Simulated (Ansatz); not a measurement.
# CH3ClFNOSi: the cost of one run

Method: the settings change from run to run; program: Ansatz 0.2.0, Gaussian basis.

## (1) The geometry

An earlier PBE0-D4 in a triple-zeta def2 set relaxation fixed the geometry.

SMILES `C=N[Si](O)(F)Cl`, 9 atoms, charge 0, spin multiplicity 1.

Atoms are counted from 1 here; the program's logs count them from 0.

Bond lengths: C1–N2 1.258 Å, C1–H7 1.095 Å, C1–H8 1.099 Å, N2–Si3 1.712 Å, Si3–O4 1.616 Å, Si3–F5 1.584 Å, Si3–Cl6 2.031 Å, O4–H9 0.958 Å. Angles: N2–C1–H7 120.0°, N2–C1–H8 124.1°, H7–C1–H8 115.8°, C1–N2–Si3 126.9°, N2–Si3–O4 110.8°, N2–Si3–F5 113.3°, N2–Si3–Cl6 107.3°, O4–Si3–F5 105.5°, O4–Si3–Cl6 112.3°, F5–Si3–Cl6 107.7°, Si3–O4–H9 118.0°.

Geometry (Å):

```csv
atom,x (Å),y (Å),z (Å)
C1,0.95934,-1.48045,-0.33071
N2,0.72097,-0.42237,0.30733
Si3,-0.44911,0.76798,-0.07550
O4,-1.43120,1.03108,1.18075
F5,-1.39816,0.35251,-1.27339
Cl6,0.55273,2.44442,-0.63358
H7,1.72992,-2.17328,0.02472
H8,0.43675,-1.77693,-1.25060
H9,-1.03273,1.21064,2.03368
```

## (2) wB97X/def2-TZVPP

This run has multiplicity 3, atoms shaken by 0.03 Å.

Input file in.yaml:

```yaml
crystal:
  periodic: [false, false, false]
  atoms:
    - {symbol: C, position_ang: [0.989513, -1.456547, -0.333443]}
    - {symbol: N, position_ang: [0.723054, -0.383116, 0.271551]}
    - {symbol: Si, position_ang: [-0.459931, 0.765173, -0.096728]}
    - {symbol: O, position_ang: [-1.375651, 1.070650, 1.176234]}
    - {symbol: F, position_ang: [-1.425913, 0.293318, -1.298627]}
    - {symbol: Cl, position_ang: [0.539331, 2.450476, -0.629719]}
    - {symbol: H, position_ang: [1.693569, -2.117039, 0.072852]}
    - {symbol: H, position_ang: [0.456659, -1.806479, -1.264385]}
    - {symbol: H, position_ang: [-1.016175, 1.251365, 2.019481]}
basis:
  gaussian: {orbitals: def2-TZVPP}
magnetization: {spin_polarized: true, initial_magnetization: 2}
hamiltonian: {xc: {name: wB97X}}
output: {forces: true}
```

Run with:

```console
ansatz run in.yaml --threads 4 --pin off --events-out ev --progress --plain --max-ram 10444MiB
```

Q: Estimate wall time and peak memory on 4 threads of Arm Neoverse V2, shared host.

About 31 s, with a peak of 1.6 GiB.
